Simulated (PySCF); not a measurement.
# B3LYP/STO-3G run of CH8B2P− (SMILES BP[BH2-]C)

What is the vertical singlet–triplet gap of CH8B2P− at B3LYP/STO-3G? The job is set up through a Python script.

Program for the calculation: PySCF 2.14.0.

## Step 1: The system as given

The species is CH8B2P− (12 atoms), meant as a singlet with charge -1. SMILES: `BP[BH2-]C`. Geometry: relaxed at GFN2-xTB. This is one conformer, not always the lowest.

Bond lengths: B1–P2 1.806 Å, P2–B3 2.038 Å, B3–C4 1.631 Å, B1–H5 1.183 Å, B1–H6 1.183 Å, P2–H7 1.390 Å, B3–H8 1.205 Å, B3–H9 1.209 Å, C4–H10 1.094 Å, C4–H11 1.091 Å, C4–H12 1.092 Å. Some angles: B1–P2–B3 110.4°, P2–B3–C4 109.3°, B1–P2–H7 101.5°, B3–P2–H7 104.5°, P2–B1–H5 119.0°, P2–B1–H6 122.6°, P2–B3–H8 104.4°, P2–B3–H9 105.8°, C4–B3–H8 112.9°, C4–B3–H9 112.2°.

## Step 2: A single-point energy at B3LYP/STO-3G

Input file job.py:

```python
from pyscf import gto, dft

mol = gto.M(
    atom=[
    ('B', (-1.035160, 2.239660, 0.581070)),
    ('P', (-0.156110, 0.716370, 0.993640)),
    ('B', (-0.123150, -0.542070, -0.609530)),
    ('C', (0.790080, -1.845980, -0.252690)),
    ('H', (-2.180890, 2.181380, 0.292590)),
    ('H', (-0.554610, 3.311290, 0.725770)),
    ('H', (1.151300, 1.173580, 1.105420)),
    ('H', (-1.281250, -0.818720, -0.796990)),
    ('H', (0.336280, 0.101570, -1.524130)),
    ('H', (0.844720, -2.528780, -1.105860)),
    ('H', (0.392580, -2.414860, 0.588590)),
    ('H', (1.816210, -1.573440, 0.002130)),
],
    verbose=3,
    max_memory=1860,
    spin=0,
    charge=-1,
    basis='sto-3g',
)

myscf = dft.RKS(mol)
myscf.xc = 'b3lyp'
myscf.conv_tol = 1e-10
myscf.grids.level = 4
myscf.kernel()
if not myscf.converged:
    myscf = myscf.newton().run(myscf.mo_coeff, myscf.mo_occ)

energy = myscf.e_tot
print('Final energy', energy)
```

Started as:

```bash
OMP_NUM_THREADS=1 python job.py
```

What it wrote:

```text
converged SCF energy = -428.982185911811
Final energy -428.9821859118112
```

Wall time 6.9 s (1 thread of Arm Neoverse V1, shared host); peak memory 0.26 GiB.

## Step 3: The triplet

Input file mol.xyz:

```xyz
12

B     -1.035160     2.239660     0.581070
P     -0.156110     0.716370     0.993640
B     -0.123150    -0.542070    -0.609530
C      0.790080    -1.845980    -0.252690
H     -2.180890     2.181380     0.292590
H     -0.554610     3.311290     0.725770
H      1.151300     1.173580     1.105420
H     -1.281250    -0.818720    -0.796990
H      0.336280     0.101570    -1.524130
H      0.844720    -2.528780    -1.105860
H      0.392580    -2.414860     0.588590
H      1.816210    -1.573440     0.002130
```

Input file run.py:

```python
from pyscf import gto, dft

mol = gto.M(
    atom='mol.xyz',
    basis='sto-3g',
    verbose=3,
    max_memory=1860,
    spin=2,
    charge=-1,
)

mf = dft.UKS(mol, xc='b3lyp')
mf.grids.level = 4
mf.conv_tol = 1e-10
mf.kernel()
if not mf.converged:
    mf = mf.newton().run(mf.mo_coeff, mf.mo_occ)

energy = mf.e_tot
print(f'total energy: {energy:.8f} hartree')
```

Started as:

```bash
OMP_NUM_THREADS=1 python run.py
```

What it wrote:

```text
WARN: HOMO -0.0467245232631924 >= LUMO -0.23063302511036

WARN: HOMO 0.290401036729519 >= LUMO 0.123943118863124

WARN: HOMO 0.242969504618378 >= LUMO 0.137680265059775

WARN: HOMO 0.230092102970992 >= LUMO 0.132381413173653

WARN: HOMO 0.231736368895894 >= LUMO 0.134026102148373

WARN: HOMO 0.231558062019095 >= LUMO 0.134163151610778

WARN: HOMO 0.231501413930688 >= LUMO 0.134170774946371

WARN: HOMO 0.231483268523289 >= LUMO 0.134172238005245

WARN: HOMO 0.231468285556669 >= LUMO 0.134174223358744

WARN: HOMO 0.231467143577723 >= LUMO 0.13416785263502

WARN: HOMO 0.231464755972343 >= LUMO 0.134169648823317

WARN: HOMO 0.231464003259486 >= LUMO 0.134169121497977

WARN: HOMO 0.231463853692013 >= LUMO 0.134169391595879

converged SCF energy = -428.841200338797  <S^2> = 2.0034273  2S+1 = 3.002284
total energy: -428.84120034 hartree
```

It took 12 s on 1 thread of Arm Neoverse V1, shared host; peak memory 0.27 GiB.

## Step 4: Summary of results

Level: B3LYP/STO-3G.

| quantity | value |
| --- | --- |
| singlet: total energy | -428.98219 Eh |
| singlet: HOMO energy | 2.16 eV |
| singlet: LUMO energy | 7.82 eV |
| singlet: HOMO–LUMO gap (to an unbound level, set by the basis) | 5.66 eV |
| triplet: total energy | -428.84120 Eh |
| triplet: HOMO energy (highest over α and β) | 6.30 eV |
| triplet: ⟨S²⟩ | 2.003 |
| vertical energy of the triplet above the singlet | 3.836 eV |

In words: At this shape the triplet lies 3.84 eV (88 kcal/mol) above the singlet. For an anion a state so high probably lies above electron detachment. In a minimal basis such a difference can be off by several eV, whatever the method. Mulliken charges (singlet) run from -0.31 on C4 to +0.13 on P2. The HOMO (singlet) lies at positive energy, 2.16 eV; only total energies tell whether the electron is bound. Mulliken charges (triplet) run from -0.32 on B1 to +0.33 on P2; they depend strongly on the basis. The HOMO (triplet) lies at positive energy, 6.30 eV; only total energies tell whether the electron is bound.
